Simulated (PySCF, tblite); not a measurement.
**C2H5GeN3: geometry, infrared bands, NMR shifts and spin-spin couplings**

Aim: predict the infrared bands, NMR shifts and spin-spin couplings of C2H5GeN3 (`[GeH3][n]1nccn1`).

Computed with tblite 0.8.0 and PySCF 2.14.0, with density-fitted response routines of our own, on a single molecule in the gas phase. Atoms are numbered from 0 throughout.

## 1. The molecule as given

11 atoms, charge 0, multiplicity 1; geometry from: force field or distance geometry start.

Bonds of the start (Å): Ge0–N1 1.88, N1–N2 1.31, N2–C3 1.35, C3–C4 1.39, C4–N5 1.34, N5–N1 1.33, Ge0–H6 1.55, Ge0–H7 1.54, Ge0–H8 1.55, C3–H9 1.08, C4–H10 1.08.

## 2. Geometry optimisation with GFN2-xTB

What the job is given:

```
{"job": {"kind": "relax", "xc": "GFN2-xTB", "basis": "xTB"}, "charge": 0, "multiplicity": 1}
Ge     2.068600    -0.013100    -0.170300
N      0.197600     0.038700    -0.038200
N     -0.606200    -0.289300    -1.014400
C     -1.859300    -0.174800    -0.523600
C     -1.750300     0.196400     0.812800
N     -0.445800     0.321100     1.088500
H      2.476100     0.333300    -1.627100
H      2.575900    -1.422700     0.200900
H      2.681100     1.025700     0.802900
H     -2.773100    -0.376400    -1.061600
H     -2.559000     0.363800     1.504200
```

The run is started by

```
OMP_NUM_THREADS=1 python probes_run.py task.json out
```

The driver reads the jobs from task.json and runs them one after another.

Log:

```text
step      E/eV     max force
  0    -476.16349    1.207
  1    -476.21989    0.654
  2    -476.25548    0.474
  3    -476.27990    0.573
  4    -476.30124    0.518
  5    -476.31606    0.301
  6    -476.32553    0.264
  7    -476.33239    0.267
  8    -476.33942    0.373
  9    -476.34545    0.328
 10    -476.35024    0.189
 11    -476.35272    0.105
 12    -476.35356    0.069
 13    -476.35386    0.049
 14    -476.35408    0.048
 15    -476.35429    0.058
 16    -476.35450    0.051
 17    -476.35463    0.025
 18    -476.35466    0.008
```

Wall time 0.08 s (1 thread of Arm Neoverse V1, shared host).

Step by step:

```
step  energy from step 0 (eV)  largest force (eV/Å)
   0                   0.0000                1.2067
   1                  -0.0564                0.6538
   2                  -0.0920                0.4740
   3                  -0.1164                0.5732
   4                  -0.1377                0.5179
   5                  -0.1526                0.3014
   6                  -0.1620                0.2641
   7                  -0.1689                0.2669
   8                  -0.1759                0.3728
   9                  -0.1820                0.3283
  10                  -0.1867                0.1894
  11                  -0.1892                0.1052
  12                  -0.1901                0.0686
  13                  -0.1904                0.0491
  14                  -0.1906                0.0479
  15                  -0.1908                0.0576
  16                  -0.1910                0.0507
  17                  -0.1911                0.0246
  18                  -0.1912                0.0084
```

Close pairs (by a distance rule), those that changed most:

```
  bond  before (Å)  after (Å)  change (Å)
Ge0–H6       1.552      1.487      -0.065
Ge0–H8       1.550      1.487      -0.063
Ge0–H7       1.543      1.494      -0.050
Ge0–N1       1.876      1.834      -0.042
 N2–C3       1.351      1.322      -0.029
 C4–N5       1.339      1.322      -0.017
 N1–N5       1.328      1.317      -0.011
 N1–N2       1.306      1.317      +0.011
```

The next job starts from the end point, and lists it.

## 3. Harmonic vibrations with GFN2-xTB

What the job is given:

```
{"job": {"kind": "ir", "xc": "GFN2-xTB", "basis": "xTB"}, "charge": 0, "multiplicity": 1}
Ge     2.048773    -0.011174    -0.168216
N      0.220126     0.041094    -0.032052
N     -0.581983    -0.276808    -1.027138
C     -1.803632    -0.186594    -0.529675
C     -1.693043     0.198985     0.810376
N     -0.407343     0.331715     1.088786
H      2.333401     0.307357    -1.592325
H      2.483840    -1.393465     0.194299
H      2.531941     0.999790     0.809078
H     -2.673131    -0.387116    -1.121167
H     -2.453524     0.378887     1.542069
```

Log:

```text
mode    cm-1     km/mol
  1      24.0      0.05
  2     119.7      4.74
  3     120.0      2.69
  4     338.9     39.42
  5     560.7     98.06
  6     569.0    100.10
  7     641.5      1.26
  8     674.5      0.33
  9     730.3    256.67
 10     794.2    150.16
 11     826.1    113.12
 12     830.7      4.38
 13     842.1      2.07
 14     939.5     12.04
 15     956.6      4.54
 16    1079.0      6.73
 17    1085.5     14.90
 18    1191.6    127.72
 19    1265.2     36.16
 20    1329.9      0.56
 21    1389.4      1.10
 22    1482.9     23.73
 23    2024.9     98.06
 24    2101.1    340.70
 25    2137.6    344.58
 26    3178.6     11.10
 27    3189.3     26.36
```

Run time: 0.23 s. Hardware: 1 thread of Arm Neoverse V1, shared host.

Which atoms move in the most intense modes:

```
cm⁻¹  km/mol                      atoms
 561    98.1  H7 53 %, H6 18 %, H8 18 %
 569   100.1           H8 39 %, H6 39 %
 730   256.7  H6 39 %, H8 38 %, H7 20 %
 794   150.2  H8 39 %, H6 39 %, H7 20 %
 826   113.1  H7 52 %, H6 22 %, H8 22 %
1192   127.7  N1 71 %, N2 12 %, N5 12 %
2101   340.7  H8 33 %, H6 33 %, H7 32 %
2138   344.6           H6 49 %, H8 49 %
```

## 4. NMR shieldings: PBE0/pcSseg-1

Same as in step 3 but for these lines:

```diff
@@ -1,2 +1,2 @@
-{"job": {"kind": "ir", "xc": "GFN2-xTB", "basis": "xTB"}, "charge": 0, "multiplicity": 1}
+{"job": {"kind": "nmr", "xc": "PBE0", "basis": "pcSseg-1"}, "charge": 0, "multiplicity": 1}
 Ge     2.048773    -0.011174    -0.168216
```

Method: GIAO PBE0/pcSseg-1 NMR shielding, non-relativistic, gas phase.

Log:

```text
coarse grid: 45496 points
cycle   1  E = -2319.5895756357  dE =  4.977e-01  |g| = 9.026e-01  |ddm| = 3.343e+00
cycle   2  E = -2319.5449872822  dE =  4.459e-02  |g| = 9.771e-01  |ddm| = 9.989e-01
cycle   3  E = -2319.6435379233  dE = -9.855e-02  |g| = 2.225e-01  |ddm| = 6.805e-01
cycle   4  E = -2319.6531352717  dE = -9.597e-03  |g| = 8.786e-02  |ddm| = 2.128e-01
cycle   5  E = -2319.6545228207  dE = -1.388e-03  |g| = 8.707e-03  |ddm| = 5.787e-02
cycle   6  E = -2319.6545315907  dE = -8.770e-06  |g| = 5.203e-03  |ddm| = 7.900e-03
cycle   7  E = -2319.6545371356  dE = -5.545e-06  |g| = 7.728e-04  |ddm| = 3.662e-03
final grid: 95296 points
cycle   8  E = -2319.6545322725  dE =  7.711e-08  |g| = 1.014e-03  |ddm| = 1.253e-03
cycle   9  E = -2319.6545319946  dE =  2.779e-07  |g| = 1.564e-03  |ddm| = 1.460e-03
cycle  10  E = -2319.6545324753  dE = -4.807e-07  |g| = 5.448e-05  |ddm| = 8.897e-04
cycle  11  E = -2319.6545324757  dE = -4.170e-10  |g| = 2.694e-05  |ddm| = 5.118e-05
converged SCF energy = -2319.6545324757

GIAO shielding tensors (ppm)
atom      isotropic    diamagn.    paramagn.     s11        s22        s33       span
  0 Ge    1472.527    2755.764   -1283.237   1378.253   1429.995   1609.332    231.078
  1 N       -4.779     332.907    -337.686   -120.714     10.554     95.824    216.538
  2 N     -111.028     323.269    -434.296   -350.440   -164.433    181.789    532.229
  3 C       45.967     253.988    -208.021    -42.598     46.621    133.879    176.477
  4 C       45.968     253.978    -208.010    -42.570     46.615    133.860    176.430
  5 N     -110.987     323.260    -434.247   -350.451   -164.387    181.878    532.328
  6 H       26.501      28.442      -1.941     19.202     22.553     37.747     18.544
  7 H       26.692      28.457      -1.765     20.620     21.701     37.755     17.135
  8 H       26.501      28.442      -1.941     19.204     22.552     37.746     18.543
  9 H       23.841      30.812      -6.970     21.966     24.123     25.435      3.469
 10 H       23.842      30.814      -6.972     21.966     24.125     25.435      3.469
```

It took 14 s on 1 thread of Arm Neoverse V1, shared host; peak memory 0.79 GiB.

The references, computed at this level on geometries of the same kind, shield at (ppm): 1H TMS 31.72, 13C TMS 186.9, 15N NH3 267.7, 73Ge GeMe4 1331. Their shielding less the atom's gives the shift. The references are single molecules in the gas phase, so shifts against H2O, NH3, PH3, H3PO4 or CFCl3 are not on the usual liquid scales and can be off by tens of ppm. Atoms listed in one row are averaged.

```
     atoms                                         environment  σ (ppm)  δ (ppm)
    C3, C4                 aromatic CH next to a ring nitrogen     46.0    141.0
   H9, H10  hydrogen on an aromatic CH next to a ring nitrogen    23.84     7.88
H6, H7, H8                 hydrogen on a germanium bonded to N    26.56     5.15
       Ge0                          germanium bonded to N, 3 H     1473     -142
    N2, N5                  pyridine-type nitrogen of an azole   -111.0    378.7
        N1                          pyrrole-type ring nitrogen     -4.8    272.5
```

Charges from the same density, by scheme (e):

```
 atoms  Mulliken    IAO  Hirshfeld  ESP fit
   Ge0      0.56   0.67       0.39     0.32
    N1     -0.43  -0.10      -0.01     0.51
N2, N5     -0.20  -0.23      -0.14    -0.51
C3, C4      0.04  -0.11      -0.03     0.03
```

Mayer bond orders: Ge0–N1 0.61, N1–N2 1.19, N2–C3 1.52, C3–C4 1.31, C4–N5 1.52, N5–N1 1.19.

Ring of atoms N1, N2, C3, C4, N5: NICS(0) -14.0, NICS(1) -14.2, NICS(1)zz -36.2 ppm (means of both faces).

## 5. Indirect couplings: B3LYP/pcSseg-1+pcJ-1

Same as in step 4 but for these lines:

```diff
@@ -1,2 +1,2 @@
-{"job": {"kind": "nmr", "xc": "PBE0", "basis": "pcSseg-1"}, "charge": 0, "multiplicity": 1}
+{"job": {"kind": "j", "xc": "B3LYP", "basis": "pcJ-1"}, "charge": 0, "multiplicity": 1}
 Ge     2.048773    -0.011174    -0.168216
```

Level: B3LYP/pcJ-1 Ge:pcSseg-1 indirect spin-spin coupling, non-relativistic, gas phase.

Log:

```text
coarse grid: 45496 points
cycle   1  E = -2320.2035004199  dE =  4.412e-01  |g| = 9.712e-01  |ddm| = 3.221e+00
cycle   2  E = -2320.1458503971  dE =  5.765e-02  |g| = 1.085e+00  |ddm| = 1.073e+00
cycle   3  E = -2320.2627755792  dE = -1.169e-01  |g| = 2.546e-01  |ddm| = 7.448e-01
cycle   4  E = -2320.2747703376  dE = -1.199e-02  |g| = 1.058e-01  |ddm| = 2.346e-01
cycle   5  E = -2320.2767910825  dE = -2.021e-03  |g| = 1.153e-02  |ddm| = 6.784e-02
cycle   6  E = -2320.2768059726  dE = -1.489e-05  |g| = 6.866e-03  |ddm| = 9.900e-03
cycle   7  E = -2320.2768153946  dE = -9.422e-06  |g| = 8.522e-04  |ddm| = 4.625e-03
final grid: 95296 points
cycle   8  E = -2320.2767884481  dE =  1.174e-07  |g| = 1.181e-03  |ddm| = 1.364e-03
cycle   9  E = -2320.2767879860  dE =  4.621e-07  |g| = 1.954e-03  |ddm| = 1.721e-03
cycle  10  E = -2320.2767887128  dE = -7.268e-07  |g| = 8.098e-05  |ddm| = 1.081e-03
cycle  11  E = -2320.2767887139  dE = -1.057e-09  |g| = 3.505e-05  |ddm| = 7.391e-05
cycle  12  E = -2320.2767887141  dE = -2.424e-10  |g| = 8.406e-06  |ddm| = 2.864e-05
converged SCF energy = -2320.2767887141

Indirect spin-spin couplings (Hz)
  i      j    bonds     total        FC       PSO       DSO        SD
  1 N    2 N    1    -15.979   -12.503    -3.535     0.069    -0.010
  1 N    3 C    2     -1.048    -0.614     0.154    -0.024    -0.565
  1 N    4 C    2     -1.050    -0.614     0.154    -0.024    -0.565
  1 N    5 N    1    -15.979   -12.503    -3.535     0.069    -0.011
  1 N    6 H    2     -4.935    -5.124     0.055     0.139    -0.006
  1 N    7 H    2     -3.947    -4.144     0.021     0.172     0.004
  1 N    8 H    2     -4.937    -5.125     0.055     0.139    -0.006
  1 N    9 H    3     -8.955    -8.935    -0.176     0.209    -0.053
  1 N   10 H    3     -8.955    -8.935    -0.176     0.209    -0.053
  2 N    3 C    1      0.081    -5.095     6.251    -0.106    -0.969
  2 N    4 C    2      1.480     0.629     0.363     0.005     0.483
  2 N    5 N    2     -1.363     0.554    -2.388    -0.010     0.481
  2 N    6 H    3     -0.644    -0.700     0.128    -0.076     0.004
  2 N    7 H    3     -0.146    -0.281     0.009     0.125     0.001
  2 N    8 H    3     -4.070    -4.317    -0.050     0.305    -0.008
  2 N    9 H    2    -14.095   -15.140     0.908     0.131     0.006
  2 N   10 H    3     -0.685    -0.939    -0.062     0.257     0.059
  3 C    4 C    1     55.984    61.828    -6.133     0.289         -
  3 C    5 N    2      1.481     0.630     0.363     0.005     0.483
  3 C    8 H    4      1.591     1.828     0.240    -0.476         -
  3 C    9 H    1    199.708   198.741    -0.052     1.019         -
  3 C   10 H    2     14.553    15.377    -0.427    -0.396         -
  4 C    5 N    1      0.083    -5.091     6.250    -0.106    -0.969
  4 C    6 H    4      1.592     1.828     0.240    -0.476         -
  4 C    9 H    2     14.564    15.387    -0.427    -0.396         -
  4 C   10 H    1    199.703   198.735    -0.052     1.019         -
  5 N    6 H    3     -4.072    -4.319    -0.050     0.305    -0.008
  5 N    7 H    3     -0.144    -0.279     0.010     0.125     0.001
  5 N    8 H    3     -0.638    -0.695     0.128    -0.076     0.004
  5 N    9 H    3     -0.684    -0.938    -0.062     0.257     0.059
  5 N   10 H    2    -14.097   -15.141     0.908     0.131     0.006
  6 H    7 H    2     16.114    20.159     1.309    -5.354         -
  6 H    8 H    2     14.073    18.589     1.433    -5.949         -
  6 H    9 H    5     -0.214    -0.121     0.833    -0.925         -
  6 H   10 H    5     -0.164     0.414     1.144    -1.722         -
  7 H    8 H    2     16.118    20.163     1.310    -5.355         -
  7 H    9 H    5     -0.575    -0.237     0.935    -1.272         -
  7 H   10 H    5     -0.575    -0.238     0.935    -1.272         -
  8 H    9 H    5     -0.165     0.414     1.143    -1.722         -
  8 H   10 H    5     -0.214    -0.121     0.833    -0.926         -
  9 H   10 H    3      0.683     0.792     1.097    -1.207         -
```

It took 44 s on 1 thread of Arm Neoverse V1, shared host; peak memory 0.93 GiB.

Couplings of 1 Hz or more, nine at most for each number of bonds, with means over like pairs (isotopes 13C, 1H, 15N):

```
  pair  bonds  J (Hz)  Fermi contact (Hz)  dihedral (°)
 C3–H9      1   199.7               198.7             –
 C3–C4      1    56.0                61.8             –
 N1–N2      1   -16.0               -12.5             –
 H6–H7      2    15.4                19.6             –
C3–H10      2    14.6                15.4             –
 N2–H9      2   -14.1               -15.1             –
 N1–H6      2    -4.6                -4.8             –
 N2–C4      2     1.5                 0.6             –
 N2–N5      2    -1.4                 0.6             –
 N1–C3      2    -1.0                -0.6             –
 N1–H9      3    -9.0                -8.9           180
 N2–H6      3    -1.6                -1.8             –
```

The spin-dipole term was solved for some atoms only; pairs without it lack that part.

The response was solved for the nuclei of C, H, N alone, so couplings that need other nuclei can be missing.

Quadrupole couplings from the field gradients of the same density:

```
atom  isotope  eQq/h (MHz)     η
 Ge0     73Ge        -81.4  0.07
  N2      14N       -5.199  0.30
  N5      14N       -5.199  0.30
  N1      14N        3.035  0.85
```

Shifts (PBE0/pcSseg-1, unscaled) and these couplings together give the proton spectrum at 300 MHz below.

1H NMR δ 7.88 (s, 2H), 5.15 (s, 3H).

## 6. Results

| quantity | value |
| --- | --- |
| strongest single infrared mode (GFN2-xTB) | 2138 cm⁻¹, 345 km/mol |
| zero-point energy (GFN2-xTB) | 43.5 kcal/mol |
| 13C shifts against TMS (PBE0/pcSseg-1, means over atoms taken as alike) | 141.0 ppm |
| 1H shifts against TMS (PBE0/pcSseg-1, means over atoms taken as alike) | 7.88, 5.15 ppm |
| 73Ge shifts against GeMe4 (PBE0/pcSseg-1) | -142 ppm |
| 15N shifts against NH3 (PBE0/pcSseg-1, means over atoms taken as alike) | 378.7, 272.5 ppm |
| largest coupling of the table (B3LYP/pcSseg-1+pcJ-1) | 1J(C,H) C3–H9, 199.7 Hz |

**Reading.** Relaxing lowered the energy by 0.191 eV in 18 steps; the close pair that moved most is Ge0–H6, from 1.552 to 1.487 Å. All 27 modes are real, so the xTB geometry is a minimum. The strongest single mode, at 2138 cm⁻¹, moves mainly H6 and H8. Unscaled tight-binding wavenumbers are off by several per cent, some by more. Its intensities can rank the bands wrongly. At PBE0/pcSseg-1: The widest tensor belongs to N2, N5: span 532 ppm, with a paramagnetic part of -434 ppm. NICS(1)zz of -36 ppm above the planar ring from N1 marks a diatropic (aromatic) ring current. Of the pairs tabulated at B3LYP/pcSseg-1+pcJ-1, C3–H9 (mean over like pairs) couples most strongly (199.7 Hz; Fermi contact 198.7 Hz). Spin-orbit coupling is left out, which matters for shieldings and couplings at and beside the heavy atoms.
